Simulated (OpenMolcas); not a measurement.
# One shape, several levels: C2H3AlO (SMILES C#[C][AlH][OH])

We compute a comparison of 6 runs (HF/STO-3G, HF/3-21G, HF/def2-SVP, B3LYP/6-31G*, CCSD/def2-SVP, CCSD(T)/def2-SVP) of C2H3AlO. 

The calculation is run with OpenMolcas 26.06.

4 further runs of the same task are left out: 1 that didn't finish, 3 set aside as unsound or not needed.

### 1 The molecule

The species is C2H3AlO (7 atoms), meant as a singlet with charge 0. SMILES: `C#[C][AlH][OH]`. The shape comes from GFN2-xTB, which is rough for such elements, and wasn't checked as a minimum. This is one conformer, not always the lowest.

Bond lengths: C1–C2 1.211 Å, C2–Al3 1.946 Å, Al3–O4 1.640 Å, C1–H5 1.055 Å, Al3–H6 1.522 Å, O4–H7 0.947 Å. Angles: C1–C2–Al3 177.5°, C2–Al3–O4 124.7°, C2–C1–H5 179.5°, C2–Al3–H6 120.3°, O4–Al3–H6 115.1°, Al3–O4–H7 179.4°.

### 2 Energy and gradient at HF/STO-3G (run 1)

job.inp

```
* C2H3AlO Hartree-Fock

&GATEWAY
 BASLIB = $CurrDir
 BASISSET
 C.STO-3G....
 C1 -2.013920 -1.098860 -0.221440 angstrom
 C2 -1.012030 -0.450570 -0.017470 angstrom
 End of Basis
 BASISSET
 Al.STO-3G....
 Al3 0.555700 0.635130 0.371510 angstrom
 End of Basis
 BASISSET
 O.STO-3G....
 O4 2.012610 0.465680 -0.361140 angstrom
 End of Basis
 BASISSET
 H.STO-3G....
 H5 -2.882260 -1.670310 -0.404150 angstrom
 H6 0.482580 1.741930 1.413510 angstrom
 H7 2.857310 0.376990 -0.780830 angstrom
 End of Basis

&SEWARD

&SCF
 THRESHOLDS = 1e-10 1e-07 1e-07 1e-05
 PRORBITALS = 1 2

&ALASKA
```

The basis set STO-3G is read from a file made from the Basis Set Exchange's data (not shown).

Launch:

```bash
$ export MOLCAS_MEM=1860
$ pymolcas job.inp > job.log
```

What it wrote:

```text
--- Start Module: gateway ---
[...]
--- Stop Module: gateway /rc=_RC_ALL_IS_WELL_ ---
[...]
      Basis functions           27
[...]
--- Start Module: scf ---
[...]
       Convergence after  12 Iterations
[...]
::    Total SCF energy                               -389.3430816918
[...]
      Total spin, S                                     0.0000000000
[...]
      Total electronic charge=   36.000000
      Total            charge=   -0.000000
[...]
      Dipole Moment (debye):
      Origin of the operator (angstrom)=    0.1619    0.0921    0.0230
                   X=  1.2225E+00               Y=  2.1305E-01               Z= -2.5805E-01           Total=  1.2674E+00
      Quadrupole Moment (debye*angstrom):
[...]
--- Stop Module: scf /rc=_RC_ALL_IS_WELL_ ---
--- Start Module: alaska ---
[...]
 *              Molecular gradients               *
 **************************************************
  Irreducible representation: a
 ------------------------------------------------------------------------------------------
                              X                       Y                       Z
 ------------------------------------------------------------------------------------------
  C1               -8.65616083285179E-02   -5.52467481278649E-02   -1.71094795141555E-02
  C2                4.34930688286541E-02    3.07088381319152E-02    1.09171158155753E-02
  AL3              -2.41911142739242E-02   -2.76120893539122E-04    1.04089960298177E-02
  O4                6.64333322924193E-02   -3.28984839842694E-03   -2.96654422256548E-02
  H5                8.53581807234072E-03    5.16274425918395E-03    1.55344036865246E-03
  H6                2.45676877819001E-03    1.97053755075118E-02    1.68004040129111E-02
  H7               -1.01662653691732E-02    3.23575952121380E-03    7.09496551284627E-03
 ------------------------------------------------------------------------------------------
--- Stop Module: alaska /rc=_RC_ALL_IS_WELL_ ---
[...]
```

It took 2 s on 1 thread of Intel Xeon Platinum 8488C (Sapphire Rapids), shared host; peak memory 0.37 GiB.

### 3 Energy and forces at HF/3-21G (run 2)

job.input

```
* C2H3AlO Hartree-Fock
&GATEWAY
BasLib = $CurrDir
Coord
7
angstrom
C       -2.013920      -1.098860      -0.221440
C       -1.012030      -0.450570      -0.017470
Al       0.555700       0.635130       0.371510
O        2.012610       0.465680      -0.361140
H       -2.882260      -1.670310      -0.404150
H        0.482580       1.741930       1.413510
H        2.857310       0.376990      -0.780830
Basis = 3-21G
Group = NoSym
&SEWARD
&SCF
Thresholds = 1e-10 1e-07 1e-07 1e-05
PrOrbitals = 1 2
&ALASKA
```

The basis set 3-21G is read from a file made from the Basis Set Exchange's data (not shown).

Launch:

```bash
$ export MOLCAS_MEM=1860
$ pymolcas job.input > job.log
```

What it wrote:

```text
--- Start Module: gateway ---
[...]
--- Stop Module: gateway /rc=_RC_ALL_IS_WELL_ ---
[...]
      Basis functions           46
[...]
--- Start Module: scf ---
[...]
       Convergence after  13 Iterations
[...]
::    Total SCF energy                               -392.1001555189
[...]
      Total spin, S                                     0.0000000000
[...]
      Total electronic charge=   36.000000
      Total            charge=   -0.000000
[...]
      Dipole Moment (debye):
      Origin of the operator (angstrom)=    0.1619    0.0921    0.0230
                   X=  8.0252E-01               Y= -5.6803E-01               Z= -8.1499E-01           Total=  1.2771E+00
      Quadrupole Moment (debye*angstrom):
[...]
--- Stop Module: scf /rc=_RC_ALL_IS_WELL_ ---
--- Start Module: alaska ---
[...]
 *              Molecular gradients               *
 **************************************************
  Irreducible representation: a
 ------------------------------------------------------------------------------------------
                              X                       Y                       Z
 ------------------------------------------------------------------------------------------
  C1               -1.79063173014029E-02   -1.01872423118046E-02   -2.55220233578513E-03
  C2                1.47833256931165E-02    1.02224252334064E-02    3.38741808195753E-03
  AL3               3.10390181896025E-03    1.11708316717700E-02    9.68671523188824E-03
  O4               -6.38772583264569E-03    4.08179091530973E-03    6.15384268397712E-03
  H5               -1.78656819373613E-03   -1.68281381450952E-03   -6.86328021056726E-04
  H6                5.15524698779763E-03   -1.45496465100092E-02   -1.55942512888183E-02
  H7                3.03813682791443E-03    9.44654815830726E-04   -3.95194352190931E-04
 ------------------------------------------------------------------------------------------
--- Stop Module: alaska /rc=_RC_ALL_IS_WELL_ ---
[...]
```

Wall time 2.4 s (1 thread of Intel Xeon Platinum 8488C (Sapphire Rapids), shared host); peak memory 0.38 GiB.

Runs 3 to 4 aren't shown in full; the table further down has their settings and results.

### 4 The energy at CCSD/def2-SVP (run 5)

test.input

```
&GATEWAY
BASLIB=$CurrDir
BASISSET
C.def2-SVP....
C1 -2.013920 -1.098860 -0.221440 angstrom
C2 -1.012030 -0.450570 -0.017470 angstrom
End of Basis
BASISSET
Al.def2-SVP....
Al3 0.555700 0.635130 0.371510 angstrom
End of Basis
BASISSET
O.def2-SVP....
O4 2.012610 0.465680 -0.361140 angstrom
End of Basis
BASISSET
H.def2-SVP....
H5 -2.882260 -1.670310 -0.404150 angstrom
H6 0.482580 1.741930 1.413510 angstrom
H7 2.857310 0.376990 -0.780830 angstrom
End of Basis
&SEWARD
&SCF
THRESHOLDS=1e-10 1e-07 1e-07 1e-05
PRORBITALS=1 2
&RASSCF
FILEORB=$Project.ScfOrb
SPIN=1
NACTEL=0 0 0
INACTIVE=18
RAS2=0
OUTORBITALS=Canonical
ORBLISTING=Few
&MOTRA
JOBIPH
FROZEN=8
&CCSDT
CCSD
ITERATIONS=80
ACCURACY=1e-08
EXTRAPOLATION=5 4
```

The basis set def2-SVP is read from a file made from the Basis Set Exchange's data (not shown).

Launch:

```bash
$ export MOLCAS_MEM=1860
$ pymolcas test.input > test.log
```

What it wrote:

```text
--- Start Module: gateway ---
[...]
--- Stop Module: gateway /rc=_RC_ALL_IS_WELL_ ---
[...]
      Basis functions           75
[...]
       Convergence after  14 Iterations
[...]
::    Total SCF energy                               -394.0678629734
[...]
      Total spin, S                                     0.0000000000
[...]
      Number of active orbitals                  0
[...]
      Spin quantum number                      0.0
[...]
      Active orbitals                            0
[...]
      Number of CSFs                             1
[...]
      Number of root(s) required                 1
[...]
      Convergence after  4 iterations
[...]
      Natural orbitals and occupation numbers for root  1
      ************************************************************************************************************************
      *                                                    Final results                                                     *
      ************************************************************************************************************************
[...]
::    RASSCF root number  1 Total energy:   -394.06786297
[...]
      Total electronic charge=   36.000000
      Total            charge=   -0.000000
[...]
      Dipole Moment (debye):
      Origin of the operator (angstrom)=    0.1619    0.0921    0.0230
                   X=  7.4746E-01               Y= -5.5319E-01               Z= -7.7925E-01           Total=  1.2132E+00
      Quadrupole Moment (debye*angstrom):
[...]
--- Start Module: motra ---
[...]
      *** WARNING: Default frozen orbitals is overwritten by user input.
      *** Default values:   5
[...]
--- Stop Module: motra /rc=_RC_ALL_IS_WELL_ ---
--- Start Module: ccsdt ---
[...]
      Convergence after                    17  Iterations
      Total energy (diff) :    -394.58601941      -0.00000000
[...]
--- Stop Module: ccsdt /rc=_RC_ALL_IS_WELL_ ---
[...]
```

Wall time 18 s (1 thread of Intel Xeon Platinum 8488C (Sapphire Rapids), shared host); peak memory 0.43 GiB.

### 5 A single-point energy at CCSD(T)/def2-SVP (run 6)

input.xyz

```xyz
7

C     -2.013920    -1.098860    -0.221440
C     -1.012030    -0.450570    -0.017470
Al     0.555700     0.635130     0.371510
O      2.012610     0.465680    -0.361140
H     -2.882260    -1.670310    -0.404150
H      0.482580     1.741930     1.413510
H      2.857310     0.376990    -0.780830
```

run.input

```
* C2H3AlO CCSD(T)

&GATEWAY
 BasLib
 $CurrDir
 Coord
 input.xyz
 Basis
 def2-SVP
 Group
 NoSym

&SEWARD

&SCF
 Thresholds
 1e-10 1e-07 1e-07 1e-05
 PrOrbitals
 0

&RASSCF
 FileOrb
 $Project.ScfOrb
 Spin
 1
 Nactel
 0 0 0
 Inactive
 18
 Ras2
 0
 OutOrbitals
 Canonical
 OrbListing
 Nothing

&MOTRA
 JobIph
 Frozen
 8

&CCSDT
 CCT
 Triples
 2
 Iterations
 80
 Accuracy
 1e-08
 Extrapolation
 5 4
```

The basis set def2-SVP is read from a file made from the Basis Set Exchange's data (not shown).

Launch:

```bash
$ export MOLCAS_MEM=1860
$ pymolcas run.input > run.log
```

What it wrote:

```text
--- Start Module: gateway ---
[...]
--- Stop Module: gateway /rc=_RC_ALL_IS_WELL_ ---
[...]
      Basis functions           75
[...]
       Convergence after  14 Iterations
[...]
::    Total SCF energy                               -394.0678629734
[...]
      Total spin, S                                     0.0000000000
[...]
      Number of active orbitals                  0
[...]
      Spin quantum number                      0.0
[...]
      Active orbitals                            0
[...]
      Number of CSFs                             1
[...]
      Number of root(s) required                 1
[...]
      Convergence after  4 iterations
[...]
      Natural orbitals and occupation numbers for root  1
      ************************************************************************************************************************
      *                                                    Final results                                                     *
      ************************************************************************************************************************
[...]
::    RASSCF root number  1 Total energy:   -394.06786297
[...]
      Total electronic charge=   36.000000
      Total            charge=   -0.000000
[...]
      Dipole Moment (debye):
      Origin of the operator (angstrom)=    0.1619    0.0921    0.0230
                   X=  7.4746E-01               Y= -5.5319E-01               Z= -7.7925E-01           Total=  1.2132E+00
      Quadrupole Moment (debye*angstrom):
[...]
--- Start Module: motra ---
[...]
      *** WARNING: Default frozen orbitals is overwritten by user input.
      *** Default values:   5
[...]
--- Stop Module: motra /rc=_RC_ALL_IS_WELL_ ---
--- Start Module: ccsdt ---
[...]
      Convergence after                    17  Iterations
      Total energy (diff) :    -394.58601941      -0.00000000
[...]
 METHOD                       : CCSD+T(CCSD)+<T3(1)WT1> = CCSD(T)
[...]
       CCSD     =      -394.5860194116556
[...]
--- Stop Module: ccsdt /rc=_RC_ALL_IS_WELL_ ---
[...]
```

Run time: 24 s. Hardware: 1 thread of Intel Xeon Platinum 8488C (Sapphire Rapids), shared host; peak memory 0.43 GiB.

### 6 All runs side by side

```
run                               level  Cartesian functions  integration grid  energy (Eh)  dipole moment (D) of the reference  HOMO energy (eV)  LUMO energy (eV)  wall time
  1                           HF/STO-3G                   no                 –  -389.343082                                1.27             -8.11              8.59        2 s
  2                            HF/3-21G                   no                 –  -392.100156                                1.28            -10.63              2.16      2.4 s
  3                         HF/def2-SVP                   no                 –  -394.067863                                1.21            -10.73              2.08      5.4 s
  4  B3LYP/6-31G* (Cartesian functions)                  yes         UltraFine  -395.647426                                1.28             -7.45             -0.98       19 s
  5                       CCSD/def2-SVP                   no                 –  -394.586019                                1.21            -10.73              2.08       18 s
  6                    CCSD(T)/def2-SVP                   no                 –  -394.602798                                1.21            -10.73              2.08       24 s
```

### 7 What came out

```
                                          quantity          value
                               run 6: total energy  -394.60280 Eh
         run 6: dipole moment (mean-field density)         1.21 D
        run 6: HOMO energy (Hartree–Fock orbitals)      -10.73 eV
        run 6: LUMO energy (Hartree–Fock orbitals)        2.08 eV
      run 6: HOMO–LUMO gap (Hartree–Fock orbitals)       12.81 eV
run 6: correlation energy (8 core orbitals frozen)     -534.9 mEh
                             run 6: (T) correction     -16.78 mEh
```

**Reading.** Below the HF energy at the same shape and in the same basis (def2-SVP): CCSD -518.2 mEh; CCSD(T) -534.9 mEh. Over runs 1, 2, 3, 4 the dipole moment (its size) runs from 1.21 D (HF/def2-SVP) to 1.28 D (B3LYP/6-31G*). The two ends differ in method and basis. Over runs 1, 2, 3, 4 the HOMO–LUMO gap runs from 6.47 eV (B3LYP/6-31G*) to 16.69 eV (HF/STO-3G). In run 1 the basis is minimal, so the values are rough. All runs together took 71 s, the longest 24 s.
